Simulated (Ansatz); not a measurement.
# Ga5As2N3: the cost of one run

Method: DFT PBE, scalar-relativistic, plane waves, PAW, in Ansatz 0.2.0.

1 further run of the same task is left out (it didn't finish). Runs told in other sessions of the task aren't counted.

## 1. The starting structure

It takes space group I-4m2 (No. 119, tetragonal). The conventional cell has a = 3.646 Å, b = 3.646 Å, c = 25.780 Å, α = 90.00°, β = 90.00°, γ = 90.00°. Ga (site symmetry 2mm) has 2 As at 2.23 Å and 2 N at 2.23 Å in its first shell of neighbours. Ga (site symmetry -4m2) has 4 N at 2.23 Å in its first shell of neighbours. As (site symmetry 2mm) has 4 Ga at 2.23 Å in its first shell of neighbours. N (site symmetry 2mm) has 4 Ga at 2.23 Å in its first shell of neighbours. N (site symmetry -4m2) has 4 Ga at 2.23 Å in its first shell of neighbours.

As a file:

```cif
data_structure
_symmetry_space_group_name_H-M 'P 1'
_symmetry_Int_Tables_number 1
_cell_length_a 13.1454
_cell_length_b 13.1454
_cell_length_c 13.1454
_cell_angle_alpha 164.058
_cell_angle_beta 164.058
_cell_angle_gamma 22.620
_cell_volume 171.34
loop_
_atom_site_label
_atom_site_type_symbol
_atom_site_fract_x
_atom_site_fract_y
_atom_site_fract_z
_atom_site_occupancy
Ga1 Ga 0.90000 0.90000 0.00000 1
Ga2 Ga 0.50000 0.50000 0.00000 1
Ga3 Ga 0.10000 0.10000 0.00000 1
Ga4 Ga 0.70000 0.70000 0.00000 1
Ga5 Ga 0.30000 0.30000 0.00000 1
As1 As 0.15000 0.65000 0.50000 1
As2 As 0.35000 0.85000 0.50000 1
N1 N 0.55000 0.05000 0.50000 1
N2 N 0.75000 0.25000 0.50000 1
N3 N 0.95000 0.45000 0.50000 1
```

The start is an ordering of an alloy on its end members' structure types: elements ordered on the sites of the GaAs type, As/N on As (I-4m2, No. 119).

## 2. Probe: one point on a coarse mesh

The input, input.yaml:

```yaml
crystal:
  lattice:
    - [-1.82294052, 1.82294052, 12.89013606]
    - [1.82294052, -1.82294052, 12.89013606]
    - [1.82294052, 1.82294052, -12.89013606]
  atoms:
    - { symbol: Ga, position: [0.9, 0.9, 0.0] }
    - { symbol: Ga, position: [0.5, 0.5, 0.0] }
    - { symbol: Ga, position: [0.1, 0.1, 0.0] }
    - { symbol: Ga, position: [0.7, 0.7, 0.0] }
    - { symbol: Ga, position: [0.3, 0.3, 0.0] }
    - { symbol: As, position: [0.15, 0.65, 0.5] }
    - { symbol: As, position: [0.35, 0.85, 0.5] }
    - { symbol: "N", position: [0.55, 0.05, 0.5] }
    - { symbol: "N", position: [0.75, 0.25, 0.5] }
    - { symbol: "N", position: [0.95, 0.45, 0.5] }
basis:
  ecutwfc: 420
kpoints:
  mp_grid: { grid: [6, 6, 6] }
hamiltonian:
  xc: pbe
scf:
  occupations: { method: gaussian, width: 0.1 }
  lower_state_search: "off"
output:
  forces: true
  stress: true
  eigenvalues: true
```

Launch:

```console
ansatz run input.yaml --threads 4 --pin off --max-ram 8192MiB --backend cpu --events-out ev --progress --plain --runs-dir out
```

**Question.** How long does this run take on 4 threads of Arm Neoverse V1, shared host, and how much memory does it need?

About 10 s, with a peak of 0.64 GiB.
